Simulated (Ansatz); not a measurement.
**(CuNH2)2 ring (Cu2N2H4): a spread of methods and bases**

Aim: run (CuNH2)2 ring (Cu2N2H4) under a spread of inputs, and see what each costs and gives.

Program: Ansatz 0.2.0, Gaussian basis. Level of theory: the settings change from run to run. These are calculated values, not measurements.

### 1 The relaxed structure

The structure was relaxed beforehand with r2SCAN-D4/def2-SVP.

8 atoms, charge 0, spin multiplicity 1.

Atoms are counted from 1 here; the program's logs count them from 0.

Bond lengths: Cu1–N2 1.974 Å, Cu1–N4 1.974 Å, N2–Cu3 1.974 Å, N2–H5 1.023 Å, N2–H6 1.023 Å, Cu3–N4 1.974 Å, N4–H7 1.023 Å, N4–H8 1.023 Å. Angles: N2–Cu1–N4 111.6°, Cu1–N2–Cu3 68.4°, Cu1–N2–H5 120.2°, Cu1–N2–H6 120.2°, Cu3–N2–H5 120.2°, Cu3–N2–H6 120.2°, H5–N2–H6 105.1°, N2–Cu3–N4 111.6°, Cu1–N4–Cu3 68.4°, Cu1–N4–H7 120.2°, Cu1–N4–H8 120.2°, Cu3–N4–H7 120.2°, Cu3–N4–H8 120.2°, H7–N4–H8 105.1°.

### 2 r2SCAN0/def2-SVPD

Set apart from the defaults: D3(BJ) with three-body dispersion.

in.yaml reads:

```yaml
crystal:
  periodic: [false, false, false]
  atoms:
    - {symbol: Cu, position_ang: [-0.772999, -0.653502, -0.455458]}
    - {symbol: N, position_ang: [-0.913139, 0.141940, 1.346063]}
    - {symbol: Cu, position_ang: [0.772931, 0.653679, 0.455395]}
    - {symbol: N, position_ang: [0.913100, -0.141894, -1.346091]}
    - {symbol: H, position_ang: [-0.895963, -0.456514, 2.175744]}
    - {symbol: H, position_ang: [-1.626480, 0.848553, 1.542667]}
    - {symbol: H, position_ang: [1.626391, -0.848638, -1.542419]}
    - {symbol: H, position_ang: [0.896148, 0.456386, -2.175900]}
basis:
  gaussian: {orbitals: def2-SVPD}
hamiltonian: {xc: {name: r2SCAN0}, dispersion: d3bjatm}
output: {forces: true}
```

Launch:

```console
$ ansatz run in.yaml --threads 4 --pin off --events-out ev --progress --plain --max-ram 3916MiB
```

The program printed (excerpt; [...] marks lines left out):

```text
Functional definition: r2SCAN0
  name "r2SCAN0"
  cite "Bursch, Neugebauer, Ehlert & Grimme, J. Chem. Phys. 156, 134105 (2022) doi:10.1063/5.0086040"
  cite "Furness, Kaplan, Ning, Perdew & Sun, J. Phys. Chem. Lett. 11, 8208 (2020) doi:10.1021/acs.jpclett.0c02405"
  cite "Furness, Kaplan, Ning, Perdew & Sun, J. Phys. Chem. Lett. 11, 9248 (2020) doi:10.1021/acs.jpclett.0c03077"
  parent r2scan
[...]
1430 factors; integrals over basis functions are off by at most 1.2e-3 eV
[...]
mean field -92308.13812774 eV, -3392.2615074912 hartree, gradient 2.5e-5 eV, S^2 0.000000; 0 other end points of the search recorded, 0 dependent functions left out
[...]
reference -92308.13814439 eV, -3392.2615081031 hartree; 38, 38 occupied and 102, 102 virtual orbitals, 1430 factors
Total energy: -92308.19628218 eV, -3392.2636446274 hartree
Atom 0 at    -0.772999    -0.653502    -0.455458 Å, force    -0.363714    -0.307507    -0.214392 eV/Å
Atom 1 at    -0.913139     0.141940     1.346063 Å, force    -0.368528     0.057327     0.543461 eV/Å
Atom 2 at     0.772931     0.653679     0.455395 Å, force     0.363526     0.307522     0.214280 eV/Å
Atom 3 at     0.913100    -0.141894    -1.346091 Å, force     0.368871    -0.057575    -0.543252 eV/Å
Atom 4 at    -0.895963    -0.456514     2.175744 Å, force    -0.003007     0.245862    -0.347717 eV/Å
Atom 5 at    -1.626480     0.848553     1.542667 Å, force     0.297840    -0.291628    -0.086942 eV/Å
Atom 6 at     1.626391    -0.848638    -1.542419 Å, force    -0.297799     0.291734     0.086708 eV/Å
Atom 7 at     0.896148     0.456386    -2.175900 Å, force     0.002810    -0.245734     0.347854 eV/Å
Dipole moment:     0.000034    -0.000005     0.000022 e Å
```

Wall time 5.5 s (4 threads of Arm Neoverse V2, shared host).

Largest force 0.659 eV/Å, dipole 0.00 D.

### 3 SPW92/def2-mTZVP

Set apart from the defaults: density fitting with def2-universal-jkfit.

Changes to in.yaml since step 2:

```diff
@@ -12,4 +12,5 @@
 basis:
-  gaussian: {orbitals: def2-SVPD}
-hamiltonian: {xc: {name: r2SCAN0}, dispersion: d3bjatm}
+  gaussian: {orbitals: def2-mTZVP, fitting: {mean_field: def2-universal-jkfit}}
+hamiltonian: {xc: {name: SPW92}}
+scf: {omitted_lower_state_checks: [starts]}
 output: {forces: true}
```

Same command.

The program printed (excerpt; [...] marks lines left out):

```text
Functional definition: SPW92
  name "SPW92"
  cite "Dirac, Proc. Camb. Phil. Soc. 26, 376 (1930) doi:10.1017/S0305004100016108"
  cite "Slater, Phys. Rev. 81, 385 (1951) doi:10.1103/PhysRev.81.385"
  cite "Perdew & Wang, Phys. Rev. B 45, 13244 (1992) doi:10.1103/PhysRevB.45.13244"
[...]
754 factors; integrals over basis functions are off by at most 4.0e-1 eV
[...]
mean field -92154.34211999 eV, -3386.6096084532 hartree, gradient 2.0e-5 eV, S^2 0.000000; 0 other end points of the search recorded, 0 dependent functions left out
[...]
reference -92154.34216891 eV, -3386.6096102507 hartree; 38, 38 occupied and 78, 78 virtual orbitals, 754 factors
Total energy: -92154.34216891 eV, -3386.6096102507 hartree
Atom 0 at    -0.772999    -0.653502    -0.455458 Å, force     0.165430     0.139884     0.097409 eV/Å
Atom 1 at    -0.913139     0.141940     1.346063 Å, force     0.329431    -0.051111    -0.485534 eV/Å
Atom 2 at     0.772931     0.653679     0.455395 Å, force    -0.165565    -0.139917    -0.097484 eV/Å
Atom 3 at     0.913100    -0.141894    -1.346091 Å, force    -0.329156     0.050946     0.485691 eV/Å
Atom 4 at    -0.895963    -0.456514     2.175744 Å, force     0.125747    -0.195766     0.067533 eV/Å
Atom 5 at    -1.626480     0.848553     1.542667 Å, force    -0.090367     0.190304    -0.119713 eV/Å
Atom 6 at     1.626391    -0.848638    -1.542419 Å, force     0.090316    -0.190200     0.119633 eV/Å
Atom 7 at     0.896148     0.456386    -2.175900 Å, force    -0.125835     0.195861    -0.067534 eV/Å
Dipole moment:     0.000040    -0.000031     0.000030 e Å
Checks for a lower state left out: starts
```

Run time: 0.8 s. Hardware: 4 threads of Arm Neoverse V2, shared host.

Largest force 0.589 eV/Å, dipole 0.00 D.

### 4 PBE0/def2-TZVP

This run has density fitting with def2-universal-jkfit, D3(BJ) with three-body dispersion, the search for lower states set to off.

Changes to in.yaml since step 3:

```diff
@@ -12,5 +12,5 @@
 basis:
-  gaussian: {orbitals: def2-mTZVP, fitting: {mean_field: def2-universal-jkfit}}
-hamiltonian: {xc: {name: SPW92}}
-scf: {omitted_lower_state_checks: [starts]}
+  gaussian: {orbitals: def2-TZVP, fitting: {mean_field: def2-universal-jkfit}}
+hamiltonian: {xc: {name: PBE0}, dispersion: d3bjatm}
+scf: {lower_state_search: off}
 output: {forces: true}
```

Launched as before.

The program printed (excerpt; [...] marks lines left out):

```text
Functional definition: PBE0
  name "PBE0"
  cite "Adamo & Barone, J. Chem. Phys. 110, 6158 (1999) doi:10.1063/1.478522"
  cite "Perdew, Burke & Ernzerhof, Phys. Rev. Lett. 77, 3865 (1996) doi:10.1103/PhysRevLett.77.3865"
  parent pbe
[...]
754 factors; integrals over basis functions are off by at most 4.0e-1 eV
[...]
mean field -92312.59239074 eV, -3392.4251986372 hartree, gradient 5.5e-6 eV, S^2 0.000000; 0 other end points of the search recorded, 0 dependent functions left out
[...]
reference -92312.59242808 eV, -3392.4252000094 hartree; 38, 38 occupied and 138, 138 virtual orbitals, 754 factors
Total energy: -92312.75691788 eV, -3392.4312448981 hartree
Atom 0 at    -0.772999    -0.653502    -0.455458 Å, force    -0.630875    -0.533406    -0.371798 eV/Å
Atom 1 at    -0.913139     0.141940     1.346063 Å, force    -0.439369     0.068339     0.647867 eV/Å
Atom 2 at     0.772931     0.653679     0.455395 Å, force     0.630697     0.533432     0.371691 eV/Å
Atom 3 at     0.913100    -0.141894    -1.346091 Å, force     0.439739    -0.068662    -0.647632 eV/Å
Atom 4 at    -0.895963    -0.456514     2.175744 Å, force     0.050789     0.216980    -0.397572 eV/Å
Atom 5 at    -1.626480     0.848553     1.542667 Å, force     0.326476    -0.275556    -0.158607 eV/Å
Atom 6 at     1.626391    -0.848638    -1.542419 Å, force    -0.326448     0.275693     0.158350 eV/Å
Atom 7 at     0.896148     0.456386    -2.175900 Å, force    -0.051009    -0.216819     0.397702 eV/Å
Dipole moment:     0.000037    -0.000016     0.000026 e Å
Checks for a lower state left out: stability, starts, cluster_reference, orbital_swaps, neighbouring_geometries, increment
```

Run time: 1.9 s. Hardware: 4 threads of Arm Neoverse V2, shared host.

Largest force 0.906 eV/Å, dipole 0.00 D.

### 5 PBE0-DH/cc-pVDZ

Set apart from the defaults: density fitting with def2-universal-jkfit.

Changes to in.yaml since step 4:

```diff
@@ -12,5 +12,3 @@
 basis:
-  gaussian: {orbitals: def2-TZVP, fitting: {mean_field: def2-universal-jkfit}}
-hamiltonian: {xc: {name: PBE0}, dispersion: d3bjatm}
-scf: {lower_state_search: off}
-output: {forces: true}
+  gaussian: {orbitals: cc-pVDZ, fitting: {mean_field: def2-universal-jkfit}}
+hamiltonian: {xc: {name: PBE0-DH}}
```

The command is unchanged.

The program printed (excerpt; [...] marks lines left out):

```text
Functional definition: PBE0-DH
  name "PBE0-DH"
  cite "Brémond & Adamo, J. Chem. Phys. 135, 024106 (2011) doi:10.1063/1.3604569"
  cite "Perdew, Burke & Ernzerhof, Phys. Rev. Lett. 77, 3865 (1996) doi:10.1103/PhysRevLett.77.3865"
[...]
754 factors; integrals over basis functions are off by at most 1.9e-1 eV
[...]
mean field -92302.59894420 eV, -3392.0579462507 hartree, gradient 8.0e-6 eV, S^2 0.000000; 0 other end points of the search recorded, 0 dependent functions left out
12 core orbitals not correlated: weight in the atoms' cores, before any rotation towards them, 1.000 or more for the frozen orbitals, at most 0.000 for the correlated occupied ones
reference -92302.59897314 eV, -3392.0579473141 hartree; 26, 26 occupied and 96, 96 virtual orbitals, 754 factors
second order -59.65121782 eV of doubles, -0.00000000 eV of singles
Total energy: -92310.05537537 eV, -3392.3319650418 hartree
```

Run time: 3.7 s. Hardware: 4 threads of Arm Neoverse V2, shared host.

### 6 The runs in one table

```csv
level,charge,multiplicity,geometry,functions,energy (eV),time
r2SCAN0/def2-SVPD,0,1,relaxed,140,-92308.196,5.5 s
SPW92/def2-mTZVP,0,1,relaxed,116,-92154.342,0.8 s
PBE0/def2-TZVP,0,1,relaxed,176,-92312.757,1.9 s
PBE0-DH/cc-pVDZ,0,1,relaxed,134,-92310.055,3.7 s
```

### 7 Results

| quantity | value |
| --- | --- |
| runs | 4 |
| quickest | SPW92/def2-mTZVP, 0.8 s |
| slowest | r2SCAN0/def2-SVPD, 5.5 s |
| spread of total energies, same state and geometry | 158.4 eV |
| dipole, same state and geometry | 0.00 to 0.00 D |

In words: r2SCAN0/def2-SVPD took 7 times as long as SPW92/def2-mTZVP. The jobs differ in tasks and options as well as level. The totals spread over 158 eV; they can't be compared across methods or bases. At the r2SCAN-D4/def2-SVP geometry and in the same state, the sound runs without point charges leave forces up to 0.91 eV/Å (PBE0/def2-TZVP).
